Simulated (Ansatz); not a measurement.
Crystal: SnSe2.

```
Sn Se
1.0
     3.81100    0.00000    0.00000
    -1.90550    3.30042    0.00000
     0.00000    0.00000    6.13600
Sn Se
1 2
Direct
  0.00000 0.00000 0.00000
  0.66667 0.33333 0.75100
  0.33333 0.66667 0.24900
```

- Program: Ansatz 0.2.0
- Task: relaxation of cell and atoms
- Functional: BPBE
- Potentials or basis: Ansatz PAW
- Cutoff: 420 eV (not typed: the program's choice for these potentials)
- k mesh: 8 × 8 × 5
- Occupations: fermi-dirac, width 0.05 eV
- Spin: no spin polarisation

At the start: volume 25.73 Å³/atom.

Problem. Where does the relaxation end?

Solution. It ends after 21 steps and the volume is 39.90 Å³/atom (+55.1 %); space group P-3m1 (No. 164, to 0.05 Å).

Step by step:
| step | energy change (eV) | largest force (eV/Å) | volume (Å³) |
| --- | --- | --- | --- |
| 1 | 0.0000 | 0.7677 | 77.18 |
| 2 | -0.0996 | 0.0503 | 81.97 |
| 3 | -0.1093 | 0.0195 | 84.38 |
| 4 | -0.1196 | 0.0075 | 86.66 |
| 5 | -0.1265 | 0.0395 | 90.04 |
| 6 | -0.1281 | 0.0077 | 92.09 |
| 7 | -0.1281 | 0.0006 | 92.78 |
| 8 | -0.1358 | 0.0040 | 92.78 |
| 9 | -0.1402 | 0.0769 | 95.99 |
| 10 | -0.1425 | 0.1602 | 99.33 |
| 11 | -0.1485 | 0.0075 | 102.59 |
| 12 | -0.1498 | 0.0542 | 106.44 |
| 13 | -0.1500 | 0.0004 | 106.74 |
| 14 | -0.1552 | 0.0029 | 106.74 |
| 15 | -0.1570 | 0.0015 | 109.21 |
| 16 | -0.1589 | 0.0289 | 113.08 |
| 17 | -0.1599 | 0.0322 | 116.95 |
| 18 | -0.1598 | 0.0136 | 120.21 |
| 19 | -0.1600 | 0.0123 | 119.46 |
| 20 | -0.1599 | 0.0005 | 119.70 |
| 21 | -0.1629 | 0.0013 | 119.70 |

Final structure:
```yaml
crystal:
  lattice:
    - [3.87257, 0.00000, 0.00000]
    - [-1.93628, 3.35374, 0.00000]
    - [0.00000, 0.00000, 9.21648]
  atoms:
    - { symbol: Sn, position: [0.00000, 0.00000, 0.00000] }
    - { symbol: Se, position: [0.66667, 0.33333, 0.82727] }
    - { symbol: Se, position: [0.33333, 0.66667, 0.17273] }
```

Caveat: the volume moved by over 15 % at a fixed basis, so the end points are rough; the plane-wave basis is chosen anew once the cell has moved, so the energies of steps on either side of that aren't comparable; the volume moved by +55 % from the deposited cell, more than functionals usually miss; the PAW data sets come from PBE, with cores solved anew for the run's functional, which leaves a small shift of forces and pressure.
